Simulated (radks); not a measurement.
**Taking charge from the 2p level of I³⁺ in fractions**

An exercise on one series of results from a longer session: the logs are not shown, and one member is left open.

Method: Dirac Kohn-Sham, BLYP, spin-unpolarised, spherical densities, finite nucleus; open shells fill j = l - 1/2 first. Code: radks (a radial shooting solver on a logarithmic mesh, Libxc functionals) version 1.

**Starting point**

- element: iodine (Z = 53)
- charge: +3
- electrons: 50
- configuration: [He] 2s2 2p(1/2: 2, 3/2: 4) 3s2 3p6 3d10 4s2 4p6 4d10 5s2 5p2
- nuclear rms radius: 4.75 fm

A shell typed twice in an input gives the lower j, then the higher j.

The first run:

Input:

```text
Z 53
configuration [He] 2s2 2p2 2p4 3s2 3p6 3d10 4s2 4p6 4d10 5s2 5p2
relativity Dirac
functional b88,lyp
spin unpolarised
j_filling energy
nucleus finite rms 4.75 fm
c 137.035999084
```

Steps of the session up to this table: Start: [He] 2s2 2p(1/2: 2, 3/2: 4) 3s2 3p6 3d10 4s2 4p6 4d10 5s2 5p2.

One of the session's tables, all rows but one given; the rest of the session is left out.

It belongs to the step «Start: [He] 2s2 2p(1/2: 2, 3/2: 4) 3s2 3p6 3d10 4s2 4p6 4d10 5s2 5p2». Sizes of the orbitals, from the radial functions (bohr):

| level | <r> | outermost maximum (interpolated) | 90 % within | nodes |
| --- | --- | --- | --- | --- |
| 4s1/2 | 0.7395 | 0.680 | 1.07 | 3 |
| 4p1/2 | 0.7720 | 0.698 | 1.13 | 2 |
| 4p3/2 | 0.8002 | 0.723 | 1.17 | 2 |
| 4d3/2 | 0.9102 | 0.772 | 1.39 | 1 |
| 4d5/2 | 0.9213 | 0.781 | 1.40 | 1 |
| 5s1/2 | 1.833 | 1.65 | 2.63 | 4 |
| 5p1/2 | ? | ? | ? | ? |
| 5p3/2 | 2.146 | 1.91 | 3.11 | 3 |

Q: Estimate the row for 5p1/2 from the others.

The run gave: <r>: 2.075; outermost maximum (interpolated): 1.84; 90 % within: 3.01; nodes: 3. In the column «<r>» it lies between 5s1/2 (1.833) and 5p3/2 (2.146).
